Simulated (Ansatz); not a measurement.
The system is Sn3Se.

```xyz
4
Lattice="4.7419 0.0000 0.0000 0.0000 4.7419 0.0000 0.0000 0.0000 4.7419" Properties=species:S:1:pos:R:3 pbc="T T T"
Sn    2.3709    2.3709    0.0000
Sn    2.3709    0.0000    2.3709
Sn    0.0000    2.3709    2.3709
Se    0.0000    0.0000    0.0000
```

The cell comes from a database or a generator and needn't be the stable form of this composition.

| Property | Result |
| --- | --- |
| Program | Ansatz 0.2.0 |
| Task | relaxation of cell and atoms |
| Functional | PBEsol |
| Dispersion | D3(BJ)-ATM |
| Potentials or basis | Ansatz PAW |
| Cutoff | 420 eV (not typed: the program's choice for these potentials) |
| k mesh | 6 × 6 × 6 |
| Occupations | fermi-dirac, width 0.05 eV |
| Spin | no spin polarisation |

At the start: volume 26.66 Å³/atom.

Problem. How do energy, volume and symmetry change on relaxing?

Solution. It ends after 5 steps and the volume is 24.20 Å³/atom (-9.2 %); space group Pm-3m (No. 221, to 0.05 Å).

Step by step:
| step | energy change (eV) | largest force (eV/Å) | volume (Å³) |
| --- | --- | --- | --- |
| 1 | 0.0000 | 0.0000 | 106.62 |
| 2 | -0.1465 | 0.0000 | 94.29 |
| 3 | -0.1579 | 0.0000 | 97.17 |
| 4 | -0.1583 | 0.0000 | 96.80 |
| 5 | -0.1564 | 0.0000 | 96.80 |

Final structure:
```yaml
crystal:
  lattice:
    - [4.59162, 0.00000, 0.00000]
    - [0.00000, 4.59162, 0.00000]
    - [0.00000, 0.00000, 4.59162]
  atoms:
    - { symbol: Sn, position: [0.50000, 0.50000, 0.00000] }
    - { symbol: Sn, position: [0.50000, 0.00000, 0.50000] }
    - { symbol: Sn, position: [0.00000, 0.50000, 0.50000] }
    - { symbol: Se, position: [0.00000, 0.00000, 0.00000] }
```

Caveat: the plane-wave basis is chosen anew once the cell has moved, so the energies of steps on either side of that aren't comparable; pairwise dispersion overbinds metals, which lowers pressure and volume; the PAW data sets come from PBE, with cores solved anew for the run's functional, which leaves a small shift of forces and pressure.
